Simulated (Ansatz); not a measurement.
# Ta: a surface, (110), 5 layers

Aim: cut a slab of Ta (110), 5 layers from the relaxed bulk, relax it, and get surface energy and work function. The runs shown use LAPW. Companion runs by PAW are cited. Its runs: bulk in the slab's orientation (LAPW); the reference run (LAPW); atoms relaxed (LAPW); no images along the normal (LAPW).

Computed with Ansatz 0.2.0 (DFT, PBEsol, all-electron LAPW, scalar-relativistic, unless a step's input says otherwise).

## Step 1: The starting structure

Symmetry: Im-3m, No. 229, cubic system. The conventional cell has a = 3.281 Å, b = 3.281 Å, c = 3.281 Å, α = 90.00°, β = 90.00°, γ = 90.00°. Ta (site symmetry m-3m) is surrounded by 8 Ta at 2.84 Å.

Structure file:

```xyz
2
Lattice="-1.6403 1.6403 1.6403 1.6403 -1.6403 1.6403 3.2807 3.2807 0.0000" Properties=species:S:1:pos:R:3 pbc="T T T"
Ta    0.0000    0.0000    0.0000
Ta    1.6403    1.6403    1.6403
```

Atoms are numbered in the order of the input: Ta1, Ta2.

## Step 2: Bulk in the slab's orientation, LAPW

Contents of input.yaml:

```yaml
crystal:
  lattice:
    - [-1.6403433495, 1.6403433495, 1.6403433495]
    - [1.6403433495, -1.6403433495, 1.6403433495]
    - [3.280686699, 3.280686699, 0.0]
  atoms:
    - { symbol: Ta, position: [0.0, 0.0, 0.0] }
    - { symbol: Ta, position: [0.5, 0.5, 0.5] }
kpoints:
  mp_grid: { grid: [15, 15, 9] }
scf:
  occupations: { method: fermi_dirac, width: 0.05 }
hamiltonian:
  xc: pbesol
  pseudopotentials: { kind: all_electron, lapw: { basis_error: 0.001 } }
output:
  forces: true
  stress: true
  eigenvalues: true
```

Command:

```console
$ ansatz run input.yaml --threads 2 --pin off --max-ram 4096MiB --backend cpu --events-out ev --progress --plain --runs-dir out
```

Further steps of the session: Slab as cut, LAPW; Atoms relaxed, LAPW; No images along the normal, LAPW.

Before running it: what results should come out? Wanted: surface energy; work function; outer layer spacing; core-level shifts among the layers (for each run or level that gives them).

The runs gave:

| quantity | value |
| --- | --- |
| surface energy (LAPW, relaxed) | 2.61 J/m² |
| work function (LAPW, relaxed) | 4.83 eV |
| outer layer spacing (LAPW) | 2.32 → 2.22 Å |
| surface energy (PAW, relaxed) | 2.61 J/m² |
| work function (PAW, relaxed) | 4.84 eV |
| outer layer spacing (PAW) | 2.32 → 2.22 Å |
| core-level shifts among the layers (PAW holes) | Ta1 +0.00, Ta2 -0.33, Ta3 -0.36 eV |

By LAPW the surface costs 2.66 J/m² as cut and 2.61 J/m² relaxed. The outermost spacing changes by -4.3 % (LAPW). The outermost spacing changes by -4.3 % (PAW). Spin-orbit coupling on moves the work function by less than 0.01 eV (PAW). Thickness wasn't converged, and no reconstruction was sought.
